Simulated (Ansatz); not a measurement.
**B₂Ge (quintet): wave-function methods side by side, cc-pVDZ**

Aim: climb from Hartree-Fock through coupled cluster and multireference methods for B₂Ge (quintet) at one geometry and basis, and see what each rung misses.

Computed with Ansatz 0.2.0, Gaussian basis. Level: cc-pVDZ, core rule «outside noble gas», up to 16 orbitals frozen.

The runs, in order: UHF; CCSD(T) on ROHF; CCSD(T) on UHF; BCCD(T) on ROHF; CISD as a restricted active space (open shells left free, so some higher excitations enter); CCSDT(Q) on ROHF; CCSDT(Q) on UHF; CASSCF and MRCISD+Q, 10 electrons in 11 orbitals; CASSCF and NEVPT2, 10 electrons in 11 orbitals.

23 further runs of the same task are left out: 6 that didn't finish, 17 set aside as unsound or not needed. Runs told in other sessions of the task aren't counted.

### 1 What is computed

The geometry is a PBE0/def2-TZVP stationary point (not a proven minimum) of the parent state, kept for this charge and spin. No spin-orbit coupling is included. The filled d shell of Ge may be among the frozen orbitals whatever the setting's name suggests.

3 atoms, charge 0, spin multiplicity 5.

Atoms are counted from 1 here; the program's logs count them from 0.

Bond lengths: B1–B2 1.542 Å, B2–Ge3 1.941 Å. Angles: B1–B2–Ge3 180.0°.

### 2 UHF

in.yaml

```yaml
crystal:
  periodic: [false, false, false]
  atoms:
    - {symbol: B, position_ang: [0.000000, 0.000000, -1.674700]}
    - {symbol: B, position_ang: [0.000000, 0.000000, -0.133200]}
    - {symbol: Ge, position_ang: [0.000000, 0.000000, 1.807900]}
basis:
  gaussian: {orbitals: cc-pVDZ}
magnetization: {spin_polarized: true, initial_magnetization: 4}
hamiltonian: {xc: hf}
output: {orbitals: {seedname: orbitals}}
```

Command:

```
$ ansatz run in.yaml --threads 1 --pin off --events-out ev --progress --plain --max-ram 2393MiB
```

The runs that follow: CCSD(T) on ROHF; CCSD(T) on UHF; BCCD(T) on ROHF; CISD as a restricted active space (open shells left free, so some higher excitations enter); CCSDT(Q) on ROHF; CCSDT(Q) on UHF; CASSCF and MRCISD+Q, 10 electrons in 11 orbitals; CASSCF and NEVPT2, 10 electrons in 11 orbitals.

Q: Predict the results of all the runs planned. Wanted: UCCSDT(Q) from the RHF energy; RMP2 from UCCSDT(Q); UMP2 from UCCSDT(Q); RCCSD from UCCSDT(Q); RCCSD(T) from UCCSDT(Q); UCCSD(T) from UCCSDT(Q); RCCSDT(Q) from UCCSDT(Q); NEVPT2 frontier from UCCSDT(Q); MRCISD+Q frontier from UCCSDT(Q).

**Answer**, as computed:

```
                         quantity                                         value
    UCCSDT(Q) from the ROHF energy                                    -5.3440 eV
              RMP2 from UCCSDT(Q)                                 +124.9 kJ/mol
              UMP2 from UCCSDT(Q)                                 +126.7 kJ/mol
             RCCSD from UCCSDT(Q)                                  +27.1 kJ/mol
          RCCSD(T) from UCCSDT(Q)                                   +7.2 kJ/mol
          UCCSD(T) from UCCSDT(Q)                                   +6.9 kJ/mol
         RCCSDT(Q) from UCCSDT(Q)                                   +0.4 kJ/mol
   NEVPT2 frontier from UCCSDT(Q)                                  +82.0 kJ/mol
 MRCISD+Q frontier from UCCSDT(Q)                                   +2.1 kJ/mol
levels within 1 kcal/mol (43 meV)  RCCSDT, UCCSDT, RCCSDT(Q), MRCISD+Q frontier
                    T1 diagnostic                                         0.032
```

What this shows: RCCSD(T) misses by +7.2 kJ/mol, 1.4 % of the correlation energy. Of the multireference levels listed MRCISD+Q frontier comes nearest in total energy (+2.1 kJ/mol), which doesn't show that its space is the better one. These misses are within one basis, not against nature; the frozen cores of restricted and unrestricted runs differ, which can shift their rows.

With open shells the CI space here admits some higher excitations, so it is larger than plain CISD.
